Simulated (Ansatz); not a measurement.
What does this script print? It uses Ansatz's Python interface.

Script `bde_c2h4os.py`:
```python
"""X-H bond energies of C2H4OS without relaxation."""

import ansatz
from ase import Atoms

BASIS = "pcseg-2"
FUNCTIONAL = "pbe0"


def single_point(molecule, charge=0, unpaired=0):
    calc = (
        molecule.calculation()
        .basis(gaussian=BASIS)
        .functional(FUNCTIONAL)
        .scf(lower_state_search="light")
    )
    if charge:
        calc = calc.charge(charge)
    if unpaired:
        calc = calc.spin("collinear", total=unpaired)
    report = calc.run().report
    if report["published_state_doubts"]:
        print("  doubts:", report["published_state_doubts"])
    return report["free_energy_ev"]

def without(molecule, index):
    rest = ansatz.Crystal.molecule()
    for i, site in enumerate(molecule.cartesian_sites):
        if i != index:
            rest = rest.atom(site.symbol, site.position_ang)
    return rest


def main() -> None:
    atoms = Atoms(["O", "C", "C", "S", "H", "H", "H", "H"], positions=[
        (-1.4011, 0.2552, -0.9582),
        (-0.4097, 0.755, -0.5138),
        (0.5521, 0.001, 0.3219),
        (-0.0501, -1.5023, 1.0256),
        (-0.0991, 1.7816, -0.781),
        (1.4505, -0.2295, -0.2868),
        (0.937, 0.6478, 1.1594),
        (-0.8874, -1.7659, -0.023),
    ])
    geometry = ansatz.Crystal.molecule_from_ase(atoms)

    whole = single_point(geometry, 0)
    hydrogen = single_point(ansatz.Crystal.molecule().atom("H", (0, 0, 0)), 0, 1)
    print(f"E(molecule) = {whole:.5f} eV, E(H) = {hydrogen:.5f} eV")
    for index in [4, 6, 7]:
        radical = single_point(without(geometry, index), 0, 1)
        print(f"H{index}: homolysis {96.485332 * (radical + hydrogen - whole):.1f} kJ/mol")


if __name__ == "__main__":
    main()
```

```console
$ python bde_c2h4os.py
E(molecule) = -15014.65243 eV, E(H) = -13.63914 eV
H4: homolysis 394.1 kJ/mol
H6: homolysis 439.0 kJ/mol
H7: homolysis 378.3 kJ/mol
```

Reading the output:
- These settings explore the input space; basis and method may be short of convergence.
- The geometry is a force-field or estimated start, not a minimum of this method, and the basis set is short of its limit. All parts are taken at fixed geometry, without zero-point energy.
- Wall time of the script: 47 s on 1 thread of Arm Neoverse V1, with other jobs on the host, peak memory 0.58 GiB.
